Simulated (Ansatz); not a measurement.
# C₂H₄ClNSi: one species, many methods

An exercise on one series of results from a longer session: the logs are not shown, and one member is left open.

The runs use Ansatz 0.2.0, Gaussian basis; functionals in def2-TZVPP, the program's frozen cores in correlated methods.

The runs, in order: PBE-D4, r2SCAN-D4, PBE0-D4, B3LYP-D4, ωB97X-V, ωB97M-V, B2PLYP; CCSD(T)/def2-TZVPP; MP2/def2-QZVPP; extrapolation to the limit.

**The relaxed structure**

All runs share one geometry, relaxed beforehand with PBE0-D4 in a triple-zeta def2 set.

SMILES `C=C=N[SiH2]Cl`, 9 atoms, charge 0, spin multiplicity 1.

Atoms are counted from 1 here; the program's logs count them from 0.

Bond lengths: C1–C2 1.306 Å, C1–H6 1.081 Å, C1–H7 1.081 Å, C2–N3 1.208 Å, N3–Si4 1.720 Å, Si4–Cl5 2.052 Å, Si4–H8 1.476 Å, Si4–H9 1.476 Å. Angles: C2–C1–H6 120.1°, C2–C1–H7 120.1°, H6–C1–H7 119.8°, C1–C2–N3 177.4°, C2–N3–Si4 136.5°, N3–Si4–Cl5 112.9°, N3–Si4–H8 107.4°, N3–Si4–H9 107.4°, Cl5–Si4–H8 108.3°, Cl5–Si4–H9 108.3°, H8–Si4–H9 112.5°.

Set-up of the first run:

The input, in.yaml:

```yaml
crystal:
  periodic: [false, false, false]
  atoms:
    - {symbol: C, position_ang: [0.851501, 1.426399, 1.437561]}
    - {symbol: C, position_ang: [0.541406, 0.327476, 0.802707]}
    - {symbol: N, position_ang: [0.284067, -0.716441, 0.251384]}
    - {symbol: Si, position_ang: [-0.630243, -1.212693, -1.118755]}
    - {symbol: Cl, position_ang: [-1.532938, 0.354420, -2.087927]}
    - {symbol: H, position_ang: [0.222018, 1.784680, 2.240095]}
    - {symbol: H, position_ang: [1.733258, 1.984487, 1.155231]}
    - {symbol: H, position_ang: [-1.682224, -2.129548, -0.638821]}
    - {symbol: H, position_ang: [0.301756, -1.865180, -2.058573]}
basis:
  gaussian: {orbitals: def2-TZVPP}
hamiltonian: {xc: pbe, dispersion: d4}
output: {forces: true, orbitals: {seedname: orbitals}}
```

Launch:

```
$ ansatz run in.yaml --threads 4 --pin off --events-out ev --progress --plain --max-ram 10444MiB
```

Steps of the session up to this table: PBE-D4 (GGA); r2SCAN-D4 (meta-GGA); PBE0-D4 (hybrid); B3LYP-D4 (hybrid); ωB97X-V (range-separated); ωB97M-V (range-separated); B2PLYP (double hybrid); CCSD(T) in def2-TZVPP; MP2 in def2-QZVPP.

One of the session's tables, all rows but one given; the rest of the session is left out.

```
            method  atomisation energy (kcal/mol)
            PBE-D4                          857.1
         r2SCAN-D4                          836.7
           PBE0-D4                          837.3
          B3LYP-D4                          835.3
           ωB97X-V                          835.6
           ωB97M-V                          836.7
            B2PLYP                              ?
     HF/def2-TZVPP                          593.3
    MP2/def2-TZVPP                          824.3
   CCSD/def2-TZVPP                          788.0
CCSD(T)/def2-TZVPP                          804.0
           MP2/CBS                          849.7
       CCSD(T)/CBS                          829.4
```

**Question.** Estimate the row for B2PLYP.

As computed: atomisation energy (kcal/mol): 825.3. In the column «atomisation energy (kcal/mol)» it lies between MP2/def2-TZVPP (824.3) and CCSD(T)/CBS (829.4).
